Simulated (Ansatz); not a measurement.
# Ga2BSb3: the cost of one run

Program: Ansatz 0.2.0. Level of theory: DFT PBE, scalar-relativistic, plane waves, PAW. These are calculated values, not measurements.

1 further run of the same task is left out (it didn't finish).

## (1) The starting structure

The structure is hexagonal, space group P6/mmm (No. 191). The conventional cell has a = 6.415 Å, b = 6.415 Å, c = 4.268 Å, α = 90.00°, β = 90.00°, γ = 120.00°. Ga (site symmetry -6m2) is surrounded by 3 Sb at 1.85 Å. B (site symmetry 6/mmm) is surrounded by 6 Sb at 3.21 Å. Around Sb (site symmetry mmm) lie 2 Ga at 1.85 Å.

As a file:

```cif
data_structure
_symmetry_space_group_name_H-M 'P 1'
_symmetry_Int_Tables_number 1
_cell_length_a 6.4146
_cell_length_b 6.4146
_cell_length_c 4.2678
_cell_angle_alpha 90.000
_cell_angle_beta 90.000
_cell_angle_gamma 120.000
_cell_volume 152.08
loop_
_atom_site_label
_atom_site_type_symbol
_atom_site_fract_x
_atom_site_fract_y
_atom_site_fract_z
_atom_site_occupancy
Ga1 Ga 0.33333 0.66667 0.50000 1
Ga2 Ga 0.66667 0.33333 0.50000 1
B1 B 0.00000 0.00000 0.50000 1
Sb1 Sb 0.50000 0.00000 0.50000 1
Sb2 Sb 0.00000 0.50000 0.50000 1
Sb3 Sb 0.50000 0.50000 0.50000 1
```

The cell is invented: random cell by space group and Wyckoff sites (P6/mmm, No. 191). Its size is a rough estimate.

## (2) Probe: one point on a coarse mesh

input.yaml

```yaml
crystal:
  lattice:
    - [6.41456643, 0.0, 0.0]
    - [-3.20728322, 5.55517749, 0.0]
    - [0.0, 0.0, 4.26782117]
  atoms:
    - { symbol: Ga, position: [0.33333333, 0.66666667, 0.5] }
    - { symbol: Ga, position: [0.66666667, 0.33333333, 0.5] }
    - { symbol: B, position: [0.0, 0.0, 0.5] }
    - { symbol: Sb, position: [0.5, 0.0, 0.5] }
    - { symbol: Sb, position: [0.0, 0.5, 0.5] }
    - { symbol: Sb, position: [0.5, 0.5, 0.5] }
basis:
  ecutwfc: 420
kpoints:
  mp_grid: { grid: [3, 3, 4] }
hamiltonian:
  xc: pbe
scf:
  occupations: { method: gaussian, width: 0.1 }
  lower_state_search: "off"
output:
  forces: true
  stress: true
  eigenvalues: true
```

On the command line:

```console
> ansatz run input.yaml --threads 1 --pin off --max-ram 2560MiB --backend cpu --events-out ev --progress --plain --runs-dir out
```

Q: Estimate wall time and peak memory on 1 thread of Intel Xeon at 2.70GHz, shared host.

About 6 s, with a peak of 0.44 GiB.
